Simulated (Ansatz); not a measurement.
# Al3Cu: the cost of one run

Method: DFT PBEsol, scalar-relativistic, plane waves, PAW, in Ansatz 0.2.0.

1 further run of the same task is left out (set aside as unsound or not needed).

**1. The starting structure**

It takes space group Pm-3m (No. 221, cubic). Conventional cell: a = 3.892 Å, b = 3.892 Å, c = 3.892 Å, α = 90.00°, β = 90.00°, γ = 90.00°. Al (site symmetry 4/mmm) has 8 Al at 2.75 Å and 4 Cu at 2.75 Å as nearest neighbours. Around Cu (site symmetry m-3m) lie 12 Al at 2.75 Å.

Structure file:

```xyz
4
Lattice="3.8924 0.0000 0.0000 0.0000 3.8924 0.0000 0.0000 0.0000 3.8924" Properties=species:S:1:pos:R:3 pbc="T T T"
Al    0.0000    1.9462    1.9462
Al    1.9462    0.0000    1.9462
Al    1.9462    1.9462    0.0000
Cu    0.0000    0.0000    0.0000
```

It goes back to an entry of the Materials Project, which need not be the stable form.

This cell was relaxed beforehand with the same method: volume 14.74 Å³/atom, gap on the mesh none (metal).

**2. Electronic structure at the relaxed geometry**

input.yaml reads:

```yaml
crystal:
  lattice:
    - [3.892353778, 0.0, 0.0]
    - [0.0, 3.892353778, 0.0]
    - [0.0, 0.0, 3.892353778]
  atoms:
    - { symbol: Al, position: [0.0, 0.5, 0.5] }
    - { symbol: Al, position: [0.5, 0.0, 0.5] }
    - { symbol: Al, position: [0.5, 0.5, 0.0] }
    - { symbol: Cu, position: [0.0, 0.0, 0.0] }
basis:
  ecutwfc: 420
kpoints:
  mp_grid: { grid: [12, 12, 12] }
  band_path:
    path:
      - [[0.0, 0.0, 0.0], [0.0, 0.5, 0.0], [0.5, 0.5, 0.0], [0.0, 0.0, 0.0], [0.5, 0.5, 0.5], [0.0, 0.5, 0.0]]
      - [[0.5, 0.5, 0.5], [0.5, 0.5, 0.0]]
    npoints: 14
hamiltonian:
  xc: pbesol
scf:
  occupations: { method: gaussian, width: 0.1 }
  n_extra_bands: 10
output:
  forces: true
  stress: true
  eigenvalues: true
  populations: true
  dos: { projected: true, de: 0.02, nscf_kmesh: { grid: [18, 18, 18] } }
  bader: true
```

Command:

```console
> ansatz run input.yaml --threads 1 --pin off --max-ram 2560MiB --backend cpu --events-out ev --progress --plain --runs-dir out
```

What time and memory should one allow on 1 thread of Intel Xeon 6975P-C (Granite Rapids), shared host?

About 24 s, with a peak of 0.48 GiB.
